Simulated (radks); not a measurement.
# Sb⁺ in [Kr] 4d10 5s2 5p2: an all-electron calculation

An exercise on one series of results from a longer session: the logs are not shown, and one member is left open.

Method: Dirac Kohn-Sham, PBEsol, spin-unpolarised, spherical densities, finite nucleus; open shells fill j = l - 1/2 first. Code: radks (a radial shooting solver on a logarithmic mesh, Libxc functionals) version 1.

## Starting point

```
element            : antimony (Z = 51)
charge             : +1
electrons          : 50
configuration      : [Kr] 4d10 5s2 5p2
nuclear rms radius : 4.6802 fm
```

Set-up of the first run:

The run's settings:

```text
Z 51
configuration [Kr] 4d10 5s2 5p2 6s0 4f0
relativity Dirac
functional pbe_sol,pbe_sol
spin unpolarised
j_filling energy
nucleus finite rms 4.6802 fm
c 137.035999084
```

Steps of the session up to this table: Self-consistent calculation.

One table of the session follows, with a row left open; its other results are not shown here.

It belongs to the step «Shells». Radial moments (bohr):

| level | <r> | outermost maximum (interpolated) | 90 % within | nodes |
| --- | --- | --- | --- | --- |
| 1s1/2 | 0.02843 | 0.0184 | 0.0511 | 0 |
| 2s1/2 | 0.1223 | 0.104 | 0.189 | 1 |
| 2p1/2 | 0.1033 | 0.0798 | 0.169 | 0 |
| 2p3/2 | 0.1088 | 0.0845 | 0.177 | 0 |
| 3s1/2 | 0.3305 | 0.300 | 0.486 | 2 |
| 3p1/2 | 0.3210 | 0.287 | 0.483 | 1 |
| 3p3/2 | 0.3323 | 0.297 | 0.499 | 1 |
| 3d3/2 | 0.3034 | 0.242 | 0.478 | 0 |
| 3d5/2 | 0.3070 | 0.245 | 0.483 | 0 |
| 4s1/2 | 0.7909 | 0.723 | 1.14 | 3 |
| 4p1/2 | 0.8325 | 0.746 | 1.22 | 2 |
| 4p3/2 | 0.8618 | 0.770 | 1.27 | 2 |
| 4d3/2 | 1.022 | 0.842 | 1.58 | 1 |
| 4d5/2 | 1.035 | 0.851 | 1.60 | 1 |
| 5s1/2 | 2.160 | 1.87 | 3.16 | 4 |
| 5p1/2 | 2.601 | 2.20 | 3.87 | 3 |
| 5p3/2 | ? | ? | ? | ? |

Estimate the missing values for 5p3/2.

As computed: <r>: 2.703; outermost maximum (interpolated): 2.28; 90 % within: 4.02; nodes: 3. In the column «<r>» it is the highest.

To keep in mind: Spin polarisation and multiplet splitting are left out.
